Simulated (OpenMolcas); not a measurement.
# Pm: RASSCF terms and fine-structure levels

Which level of Pm lies lowest, and where do the others fall? The reference wave functions come first, then spin-orbit coupling.

The numbers are computed with OpenMolcas 26.06 (state-averaged RASSCF, spin-orbit coupling by RASSI with atomic mean-field integrals), except any that are marked as measured or tabulated.

1 further run of the same task is left out (it didn't finish).

### Step 1. The system

- Species: Pm (promethium, Z = 61, 61 electrons)
- Basis: ANO-RCC-VDZP [7s6p4d2f1g], 68 functions
- Scalar Hamiltonian: DKH2, point nucleus
- Inactive shells: 1s 2s 2p 3s 3p 3d 4s 4p 4d 5s 5p 6s
- Active space: 5 electrons in 12 orbitals (RAS2 4f; RAS3 5d, at most 1 electrons)
- Some configurations of this space: 4f⁴ 5d 6s², 4f⁵ 6s²
- Orbitals: optimised for each spin and parity, averaged over all roots

The outer shells:

4f4 5d 6s2
```
4f [↑ ][↑ ][↑ ][↑ ][  ][  ][  ]
5d [↑ ][  ][  ][  ][  ]
6s [↑↓]
```

4f5 6s2
```
4f [↑ ][↑ ][↑ ][↑ ][↑ ][  ][  ]
6s [↑↓]
```

The work runs as a chain of OpenMolcas steps in one folder; each step below is one input file. Labels, J, g values, rates, χT and fits are worked out afterwards by a script from the matrices that RASSI stores.

### Step 2. Basis and integrals

a.inp reads:

```
&GATEWAY
Coord
1

Pm 0.0 0.0 0.0
Basis=ANO-RCC-VDZP
Group=XYZ
NoMove
AngMom=0.0 0.0 0.0
AMFI
&SEWARD
```

Launch:

```sh
$ OMP_NUM_THREADS=1 MOLCAS_MEM=2252 MOLCAS_PROJECT=a pymolcas a.inp > a.log
```

### Step 3. RASSCF: sextets of odd parity, 21 roots

a.inp reads:

```
&RASSCF
FileOrb=start.orb
Symmetry=2
Spin=6
nActEl=5 0 1
Inactive=16 12
Ras2=0 7
Ras3=5 0
CIRoot=21 21 1
SDav=21
CIMx=300
Iter=120 100
PrWF=0.3
OrbListing=Nothing
MaxOrb=0
Thrs=2.0e-7 1.0e-1 5.0e-4
Atom
>>> COPY $Project.JobIph JOB001
```

start.orb holds the contracted functions of the basis, ordered by shell, or the orbitals of the step before.

### Step 4. RASSCF: quartets of odd parity, 122 roots

a.inp reads:

```
&RASSCF
FileOrb=start.orb
Symmetry=2
Spin=4
nActEl=5 0 1
Inactive=16 12
Ras2=0 7
Ras3=5 0
CIRoot=122 122 1
SDav=224
CIMx=300
Iter=120 100
PrWF=0.3
OrbListing=Nothing
MaxOrb=0
Thrs=2.0e-7 1.0e-1 5.0e-4
Atom
CIOnly
>>> COPY $Project.JobIph JOB002
```

### Step 5. Reference wave functions, doublets of odd parity, 122 roots

a.inp reads:

```
&RASSCF
FileOrb=start.orb
Symmetry=2
Spin=2
nActEl=5 0 1
Inactive=16 12
Ras2=0 7
Ras3=5 0
CIRoot=122 122 1
SDav=490
CIMx=300
Iter=120 100
PrWF=0.3
OrbListing=Nothing
MaxOrb=0
Thrs=2.0e-7 1.0e-1 5.0e-4
Atom
CIOnly
>>> COPY $Project.JobIph JOB003
```

### Step 6. RASSCF: sextets of even parity, 175 roots

a.inp reads:

```
&RASSCF
FileOrb=start.orb
Symmetry=1
Spin=6
nActEl=5 0 1
Inactive=16 12
Ras2=0 7
Ras3=5 0
CIRoot=175 175 1
SDav=175
CIMx=300
Iter=120 100
PrWF=0.3
OrbListing=Nothing
MaxOrb=0
Thrs=2.0e-7 1.0e-1 5.0e-4
Atom
>>> COPY $Project.JobIph JOB004
```

### Step 7. Reference wave functions, quartets of even parity, 122 roots

a.inp reads:

```
&RASSCF
FileOrb=start.orb
Symmetry=1
Spin=4
nActEl=5 0 1
Inactive=16 12
Ras2=0 7
Ras3=5 0
CIRoot=122 122 1
SDav=1225
CIMx=300
Iter=120 100
PrWF=0.3
OrbListing=Nothing
MaxOrb=0
Thrs=2.0e-7 1.0e-1 5.0e-4
Atom
CIOnly
>>> COPY $Project.JobIph JOB005
```

### Step 8. RASSCF: doublets of even parity, 122 roots

a.inp reads:

```
&RASSCF
FileOrb=start.orb
Symmetry=1
Spin=2
nActEl=5 0 1
Inactive=16 12
Ras2=0 7
Ras3=5 0
CIRoot=122 122 1
SDav=2030
CIMx=300
Iter=120 100
PrWF=0.3
OrbListing=Nothing
MaxOrb=0
Thrs=2.0e-7 1.0e-1 5.0e-4
Atom
CIOnly
>>> COPY $Project.JobIph JOB006
```

### Step 9. State interaction with spin-orbit coupling

a.inp reads:

```
&RASSI
NrOfJobIphs=5 18 48 105 96 30
1 2 3 4 5 6 7 8 9 10 11 12 13 14 15 16 17 18
1 2 3 4 5 6 7 8 9 10 11 12 13 14 15 16 17 18 19 20 21 22 23 24 25 26 27
28 29 30 31 32 33 34 35 36 37 38 39 40 41 42 43 44 45 46 47 48
1 2 3 4 5 6 7 8 9 10 11 12 13 14 15 16 17 18 19 20 21 22 23 24 25 26 27
28 29 30 31 32 33 34 35 36 37 38 39 40 41 42 43 44 45 46 47 48 49 50 51
52 53 54 55 56 57 58 59 60 61 62 63 64 65 66 67 68 69 70 71 72 73 74 75
76 77 78 79 80 81 82 83 84 85 86 87 88 89 90 91 92 93 94 95 96 97 98 99
100 101 102 103 104 105
1 2 3 4 5 6 7 8 9 10 11 12 13 14 15 16 17 18 19 20 21 22 23 24 25 26 27
28 29 30 31 32 33 34 35 36 37 38 39 40 41 42 43 44 45 46 47 48 49 50 51
52 53 54 55 56 57 58 59 60 61 62 63 64 65 66 67 68 69 70 71 72 73 74 75
76 77 78 79 80 81 82 83 84 85 86 87 88 89 90 91 92 93 94 95 96
1 2 3 4 5 6 7 8 9 10 11 12 13 14 15 16 17 18 19 20 21 22 23 24 25 26 27
28 29 30
IphNames
JOB001
JOB002
JOB004
JOB005
JOB006
EJob
SpinOrbit
DIPRint=1.0
SOCoupling=1000.0
Subsets=2
Property=9
'ANGMOM' 1 'ANGMOM' 2 'ANGMOM' 3 'MLTPL  1' 1 'MLTPL  1' 2 'MLTPL  1' 3
'AMFI' 1 'AMFI' 2 'AMFI' 3
SOProperty=3
'ANGMOM' 1 'ANGMOM' 2 'ANGMOM' 3
```

(Steps that only read results are left out.)

Before running it: what results should come out? Wanted: lowest level; first excited level; lowest level of another term; spin-orbit lowering of the lowest level; strongest of the lines computed, by gA, at RASSCF energies.

As calculated:

```
                                                  quantity                                                                value
                                                    method                                                               RASSCF
                                              lowest level                     4f⁴ 5d 6s² ⁶L_11/2, 99 % of that term, g = 0.617
                               ground level listed by NIST                                                               6H°5/2
                                       first excited level                                      4f⁴ 5d 6s² ⁶L_13/2 at 1345 cm⁻¹
                              lowest level of another term                                       4f⁴ 5d 6s² ⁶K_9/2 at 2259 cm⁻¹
                   spin-orbit lowering of the lowest level                                                            4650 cm⁻¹
strongest of the lines computed, by gA, at RASSCF energies  4f⁴ 5d 6s² ⁶H_13/2(1) → 4f⁵ 6s² ⁶H°_13/2, 2156 nm, A = 4.15e+04 s⁻¹
```

In words: The multiplet ⁶L is regular; its intervals divided by the larger J differ by 13 % of their mean, where Landé's rule for pure LS coupling makes them equal. The computed levels miss the measured ones by 160 cm⁻¹ on average. Only the configurations of the active space and the roots asked for are present. The quartets, doublets rest on orbitals optimised for another spin in at least one step, which raises them against the optimised states. Not all states of the active space went into the spin-orbit step. Without dynamic correlation the f → d energies can be off by 10000 cm-1. High states of lower spin are left out of the spin-orbit mixing, and CASSCF puts spin-flip levels too high. The lowest computed level is not the ground level that NIST lists (6H*5/2). Levels of other configurations are missing from the list.
